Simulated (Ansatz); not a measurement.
# C2H2Cl3F3OSn: how energies converge with the basis set

The task here is to estimate one member of a computed series from the others.

Computed with Ansatz 0.2.0, Gaussian basis. Level: one geometry, several basis sets.

The runs, in order: PBE0-D4/def2-SVP; ωB97M-V/def2-SVP; PBE0-D4/def2-QZVPP; ωB97M-V/def2-QZVPP; the functionals' def2-TZVPP values are taken from earlier runs.

## The geometry

All runs share one geometry, relaxed beforehand with PBE0-D4 in a triple-zeta def2 set. Sn takes the def2 core potential; no spin-orbit term is included.

SMILES `FC(F)(F)C[O][Sn]([Cl])([Cl])[Cl]`, 12 atoms, charge 0, spin multiplicity 1.

Atoms are counted from 1 here; the program's logs count them from 0.

Bond lengths: F1–C2 1.333 Å, C2–F3 1.340 Å, C2–F4 1.333 Å, C2–C5 1.515 Å, C5–O6 1.400 Å, C5–H11 1.096 Å, C5–H12 1.096 Å, O6–Sn7 1.937 Å, Sn7–Cl8 2.293 Å, Sn7–Cl9 2.292 Å, Sn7–Cl10 2.275 Å. Angles: F1–C2–F3 107.9°, F1–C2–F4 107.8°, F1–C2–C5 111.9°, F3–C2–F4 107.9°, F3–C2–C5 109.2°, F4–C2–C5 112.0°, C2–C5–O6 108.3°, C2–C5–H11 107.0°, C2–C5–H12 107.0°, O6–C5–H11 112.8°, O6–C5–H12 112.7°, H11–C5–H12 108.8°, C5–O6–Sn7 121.3°, O6–Sn7–Cl8 108.7°, O6–Sn7–Cl9 108.9°, O6–Sn7–Cl10 106.7°, Cl8–Sn7–Cl9 109.0°, Cl8–Sn7–Cl10 111.8° and more.

Set-up of the first run:

in.yaml

```yaml
crystal:
  periodic: [false, false, false]
  atoms:
    - {symbol: F, position_ang: [1.536809, -0.920121, -1.952823]}
    - {symbol: C, position_ang: [0.394171, -0.234591, -1.979460]}
    - {symbol: F, position_ang: [-0.397316, -0.789605, -2.907291]}
    - {symbol: F, position_ang: [0.673284, 1.008657, -2.369916]}
    - {symbol: C, position_ang: [-0.313996, -0.262327, -0.640113]}
    - {symbol: O, position_ang: [0.527818, 0.323339, 0.313423]}
    - {symbol: Sn, position_ang: [0.012548, 0.435225, 2.177159]}
    - {symbol: Cl, position_ang: [-0.384573, -1.682520, 2.960283]}
    - {symbol: Cl, position_ang: [-1.915402, 1.664493, 2.341969]}
    - {symbol: Cl, position_ang: [1.740072, 1.430650, 3.273773]}
    - {symbol: H, position_ang: [-0.539937, -1.312266, -0.419385]}
    - {symbol: H, position_ang: [-1.256579, 0.283865, -0.763719]}
basis:
  gaussian: {orbitals: def2-SVP}
hamiltonian: {xc: pbe0, dispersion: d4}
output: {orbitals: {seedname: orbitals}}
```

Command:

```console
ansatz run in.yaml --threads 4 --pin off --events-out ev --progress --plain --max-ram 66560MiB --backend cpu
```

Among the steps run: PBE0-D4 in def2-SVP; ωB97M-V in def2-SVP; PBE0-D4 in def2-QZVPP; ωB97M-V in def2-QZVPP.

One table of the session follows, with a row left open; its other results are not shown here.

It belongs to the step «Functionals by basis». 

```
functional       basis  HOMO (eV)  LUMO (eV)
   PBE0-D4    def2-SVP          ?          ?
   PBE0-D4  def2-TZVPP      -9.28      -3.08
   PBE0-D4  def2-QZVPP      -9.31      -3.11
   ωB97M-V    def2-SVP     -11.54      -0.82
   ωB97M-V  def2-TZVPP     -11.69      -1.01
   ωB97M-V  def2-QZVPP     -11.73      -1.09
```

**Question.** Estimate the row for PBE0-D4, def2-SVP.

As computed: HOMO (eV): -9.17; LUMO (eV): -2.98. In the column «HOMO (eV)» it is the highest.
